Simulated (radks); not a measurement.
# Sn in [Kr] 4d10 5s2 5p2: an all-electron calculation

The task here is to estimate one member of a computed series from the others.

The numbers are computed with radks (a radial shooting solver on a logarithmic mesh, Libxc functionals) version 1 (Dirac Kohn-Sham, PBE, spin-unpolarised, spherical densities, finite nucleus; open shells are shared between the two j in proportion to 2j + 1), except any that are marked as measured or tabulated.

## The atom as given

- element: tin (Z = 50)
- charge: 0
- electrons: 50
- configuration: [Kr] 4d10 5s2 5p2
- nuclear rms radius: 4.6519 fm

Outer shells as boxes (Hund's rule):

Sn
```
[Kr] core
4d [↑↓][↑↓][↑↓][↑↓][↑↓]
5s [↑↓]
5p [↑ ][↑ ][  ]
```

Set-up of the first run:

Input:

```text
Z 50
configuration [Kr] 4d10 5s2 5p2 6s0 4f0 5d0 6p0
relativity Dirac
functional pbe,pbe
spin unpolarised
j_filling average
nucleus finite rms 4.6519 fm
c 137.035999084
```

One table of the session follows, with a row left open; its other results are not shown here.

It belongs to the step «Radial structure». Sizes of the orbitals, from the radial functions (bohr):

| level | <r> | outermost maximum (interpolated) | 90 % within | nodes |
| --- | --- | --- | --- | --- |
| 1s1/2 | 0.02905 | 0.0188 | 0.0522 | 0 |
| 2s1/2 | 0.1251 | 0.106 | 0.194 | 1 |
| 2p1/2 | 0.1058 | 0.0818 | 0.173 | 0 |
| 2p3/2 | 0.1112 | 0.0863 | 0.181 | 0 |
| 3s1/2 | 0.3391 | 0.308 | 0.499 | 2 |
| 3p1/2 | 0.3299 | 0.294 | 0.497 | 1 |
| 3p3/2 | 0.3411 | 0.304 | 0.512 | 1 |
| 3d3/2 | ? | ? | ? | ? |
| 3d5/2 | 0.3161 | 0.252 | 0.498 | 0 |
| 4s1/2 | 0.8186 | 0.746 | 1.19 | 3 |
| 4p1/2 | 0.8657 | 0.772 | 1.27 | 2 |
| 4p3/2 | 0.8955 | 0.797 | 1.32 | 2 |
| 4d3/2 | 1.091 | 0.882 | 1.70 | 1 |
| 4d5/2 | 1.105 | 0.891 | 1.72 | 1 |
| 5s1/2 | 2.397 | 2.01 | 3.57 | 4 |
| 5p1/2 | 3.144 | 2.48 | 4.85 | 3 |
| 5p3/2 | 3.303 | 2.60 | 5.11 | 3 |

Estimate the missing values for 3d3/2.

The run gave: <r>: 0.3125; outermost maximum (interpolated): 0.249; 90 % within: 0.493; nodes: 0. In the column «<r>» it lies between 2s1/2 (0.1251) and 3d5/2 (0.3161).

Caveats from the session: Spin polarisation and multiplet splitting are left out.
